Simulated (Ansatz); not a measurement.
# SrLiH3: a strain scan

Aim: for SrLiH3, strain the cell along the Voigt pattern (0, 0, 0, 0, 1, 0).

Computed with Ansatz 0.2.0 (DFT PBE, scalar-relativistic, plane waves, PAW, unless a step's input says otherwise).

### 1 The starting structure

The structure is cubic, space group Pm-3m (No. 221). The conventional cell has a = 4.631 Å, b = 4.631 Å, c = 4.631 Å, α = 90.00°, β = 90.00°, γ = 90.00°. Li (site symmetry m-3m) has 12 H at 3.27 Å as nearest neighbours. Around Sr (site symmetry m-3m) lie 6 H at 2.32 Å. Around H (site symmetry 4/mmm) lie 2 Sr at 2.32 Å and 4 Li at 3.27 Å.

Coordinates:

```cif
data_structure
_symmetry_space_group_name_H-M 'Pm-3m'
_symmetry_Int_Tables_number 221
_cell_length_a 4.6308
_cell_length_b 4.6308
_cell_length_c 4.6308
_cell_angle_alpha 90.000
_cell_angle_beta 90.000
_cell_angle_gamma 90.000
_cell_volume 99.30
loop_
_atom_site_label
_atom_site_type_symbol
_atom_site_symmetry_multiplicity
_atom_site_Wyckoff_symbol
_atom_site_fract_x
_atom_site_fract_y
_atom_site_fract_z
_atom_site_occupancy
Li1 Li 1 a 0.00000 0.00000 0.00000 1
Sr1 Sr 1 b 0.50000 0.50000 0.50000 1
H1 H 3 c 0.00000 0.50000 0.50000 1
```

It goes back to an entry of the Materials Project, which need not be the stable form.

The cell is taken as given, not relaxed at this level.

### 2 The reference cell

The reference gives a free energy of -3796.6902 eV, pressure 0.18 GPa, largest force 0.000 eV/Å and gap on the mesh 1.83 eV. It was computed beforehand with the settings of the runs below.

### 3 Setting up a strain scan

The cell is strained by ε times the Voigt pattern (0, 0, 0, 0, 1, 0) (xx, yy, zz, yz, xz, xy; engineering shear), with fractional coordinates fixed (clamped ions). The stress on the pattern is the sum of the stress components weighted by it, tension positive.

### 4 Point ε = -0.0200

Contents of input.yaml:

```yaml
crystal:
  lattice:
    - [4.630791, 0.0, -0.04630791]
    - [0.0, 4.630791, 0.0]
    - [-0.04630791, 0.0, 4.630791]
  atoms:
    - { symbol: Li, position: [0.0, 0.0, 0.0] }
    - { symbol: Sr, position: [0.5, 0.5, 0.5] }
    - { symbol: H, position: [0.0, 0.5, 0.5] }
    - { symbol: H, position: [0.5, 0.0, 0.5] }
    - { symbol: H, position: [0.5, 0.5, 0.0] }
basis:
  ecutwfc: 420
kpoints:
  mp_grid: { grid: [6, 6, 6] }
hamiltonian:
  xc: pbe
scf:
  occupations: { method: gaussian, width: 0.05 }
output:
  forces: true
  stress: true
  eigenvalues: true
```

On the command line:

```console
ansatz run input.yaml --threads 1 --pin off --max-ram 1228MiB --backend cpu --events-out ev --progress --plain --runs-dir out
```

### 5 ε = 0.0150

input.yaml: that of step 4 with these lines changed.

```diff
@@ -2,5 +2,5 @@
   lattice:
-    - [4.630791, 0.0, -0.04630791]
+    - [4.630791, 0.0, 0.0347309325]
     - [0.0, 4.630791, 0.0]
-    - [-0.04630791, 0.0, 4.630791]
+    - [0.0347309325, 0.0, 4.630791]
   atoms:
```

### 6 ε = -0.0100

input.yaml: that of step 5 with these lines changed.

```diff
@@ -2,5 +2,5 @@
   lattice:
-    - [4.630791, 0.0, 0.0347309325]
+    - [4.630791, 0.0, -0.023153955]
     - [0.0, 4.630791, 0.0]
-    - [0.0347309325, 0.0, 4.630791]
+    - [-0.023153955, 0.0, 4.630791]
   atoms:
```

### 7 ε = 0.0050

input.yaml: that of step 6 with these lines changed.

```diff
@@ -2,5 +2,5 @@
   lattice:
-    - [4.630791, 0.0, -0.023153955]
+    - [4.630791, 0.0, 0.0115769775]
     - [0.0, 4.630791, 0.0]
-    - [-0.023153955, 0.0, 4.630791]
+    - [0.0115769775, 0.0, 4.630791]
   atoms:
```

### 8 At ε = 0.0175

input.yaml: that of step 7 with these lines changed.

```diff
@@ -2,5 +2,5 @@
   lattice:
-    - [4.630791, 0.0, 0.0115769775]
+    - [4.630791, 0.0, 0.0405194213]
     - [0.0, 4.630791, 0.0]
-    - [0.0115769775, 0.0, 4.630791]
+    - [0.0405194213, 0.0, 4.630791]
   atoms:
```

### 9 ε = 0.0125

input.yaml: that of step 8 with these lines changed.

```diff
@@ -2,5 +2,5 @@
   lattice:
-    - [4.630791, 0.0, 0.0405194213]
+    - [4.630791, 0.0, 0.0289424438]
     - [0.0, 4.630791, 0.0]
-    - [0.0405194213, 0.0, 4.630791]
+    - [0.0289424438, 0.0, 4.630791]
   atoms:
```

### 10 At ε = 0.0075

input.yaml: that of step 9 with these lines changed.

```diff
@@ -2,5 +2,5 @@
   lattice:
-    - [4.630791, 0.0, 0.0289424438]
+    - [4.630791, 0.0, 0.0173654662]
     - [0.0, 4.630791, 0.0]
-    - [0.0289424438, 0.0, 4.630791]
+    - [0.0173654662, 0.0, 4.630791]
   atoms:
```

### 11 Point ε = 0.0025

input.yaml: that of step 10 with these lines changed.

```diff
@@ -2,5 +2,5 @@
   lattice:
-    - [4.630791, 0.0, 0.0173654662]
+    - [4.630791, 0.0, 0.0057884888]
     - [0.0, 4.630791, 0.0]
-    - [0.0173654662, 0.0, 4.630791]
+    - [0.0057884888, 0.0, 4.630791]
   atoms:
```

(Steps that only read results are left out.)

Q: Predict the outcome of this session. Wanted: slope of the stress at ε = 0, from the points at -0.0100, 0 and 0.0025.

As calculated:

| quantity | value |
| --- | --- |
| slope of the stress at ε = 0, from the points at -0.0100, 0 and 0.0025 | 5 GPa |

The slope of the stress at zero strain, 5 GPa, estimates C55 with clamped ions in this Cartesian frame; letting the atoms relax could not make it stiffer. The undisturbed cell stays the lowest of the sampled points. The gap on the mesh stays between 1.79 and 1.83 eV.
